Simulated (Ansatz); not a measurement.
SiNi2: single point with PBE

Crystal: SiNi2.

```
CELL_PARAMETERS angstrom
4.99000 0.00000 0.00000
0.00000 3.72000 0.00000
0.00000 0.00000 7.03000
ATOMIC_POSITIONS crystal
Ni 0.32500 0.75000 0.93700
Ni 0.67500 0.25000 0.06300
Ni 0.17500 0.25000 0.43700
Ni 0.82500 0.75000 0.56300
Ni 0.45800 0.75000 0.29700
Ni 0.54200 0.25000 0.70300
Ni 0.04200 0.25000 0.79700
Ni 0.95800 0.75000 0.20300
Si 0.78600 0.75000 0.88600
Si 0.21400 0.25000 0.11400
Si 0.71400 0.25000 0.38600
Si 0.28600 0.75000 0.61400
```

```json
{"Program": "Ansatz 0.2.0", "Task": "single point", "Functional": "PBE", "Potentials or basis": "Ansatz PAW", "Cutoff": "420 eV (not typed: the program's choice for these potentials)", "k mesh": "6 × 7 × 4", "Occupations": "gaussian, width 0.013 eV", "Spin": "collinear spin, ferromagnetic start", "Starting moments": "[1.0, 1.0, 1.0, 1.0, 1.0, 1.0, 1.0, 1.0, 0.0, 0.0, 0.0, 0.0] μB"}
```

```json
{
  "Pressure": "3.4 GPa",
  "Largest force": "0.355 eV/Å",
  "Band gap on the k mesh": "none (metal or under the smearing width)",
  "Net moment": "0.14 μB per cell",
  "Absolute moment": "0.14 μB per cell"
}
```

Forces in eV/Å, atoms in the order of the input:
```
Ni   0.272  0.000  0.229
Ni  -0.272  0.000 -0.229
Ni  -0.272  0.000  0.229
Ni   0.272  0.000 -0.229
Ni   0.093  0.000 -0.213
Ni  -0.093  0.000  0.213
Ni  -0.093  0.000 -0.213
Ni   0.093  0.000  0.213
Si  -0.026  0.000  0.067
Si   0.026  0.000 -0.067
Si   0.026  0.000  0.067
Si  -0.026  0.000 -0.067
```

Stress tensor (GPa, compression positive):
```
2.83 0.00 0.00
0.00 3.39 0.00
0.00 0.00 3.87
```

Levels at points of the mesh, in eV from the Fermi level:
Spin up:
```csv
k point,band 76,band 77,band 78,band 79,band 80,band 81,band 82,band 83,band 84,band 85
"(0.00, 0.00, 0.00)",-1.10,-0.99,-0.95,-0.64,-0.25,0.71,0.89,1.98,2.22,2.51
"(0.00, 0.00, -0.50)",-1.08,-1.07,-1.07,-0.42,-0.42,0.20,0.20,1.39,1.39,3.05
"(-0.50, 0.00, 0.00)",-1.07,-0.96,-0.96,1.20,1.20,1.98,1.98,2.65,2.65,3.27
"(-0.50, 0.00, -0.50)",-0.98,-0.59,-0.59,0.28,0.28,1.82,1.82,1.90,1.90,2.32
```
Spin down:
| k point | band 77 | band 78 | band 79 | band 80 | band 81 | band 82 | band 83 | band 84 |
| --- | --- | --- | --- | --- | --- | --- | --- | --- |
| (0.00, 0.00, 0.00) | -0.98 | -0.93 | -0.62 | -0.22 | 0.72 | 0.91 | 1.99 | 2.23 |
| (0.00, 0.00, -0.50) | -1.05 | -1.05 | -0.39 | -0.39 | 0.21 | 0.21 | 1.40 | 1.40 |
| (-0.50, 0.00, 0.00) | -0.95 | -0.95 | 1.21 | 1.21 | 1.99 | 1.99 | 2.66 | 2.66 |
| (-0.50, 0.00, -0.50) | -0.58 | -0.58 | 0.29 | 0.29 | 1.83 | 1.83 | 1.91 | 1.91 |

It took 57 s on 4 threads of Arm Neoverse V1, on a shared host, peak memory 1.2 GiB.

Caveat: the starting moments weren't kept.
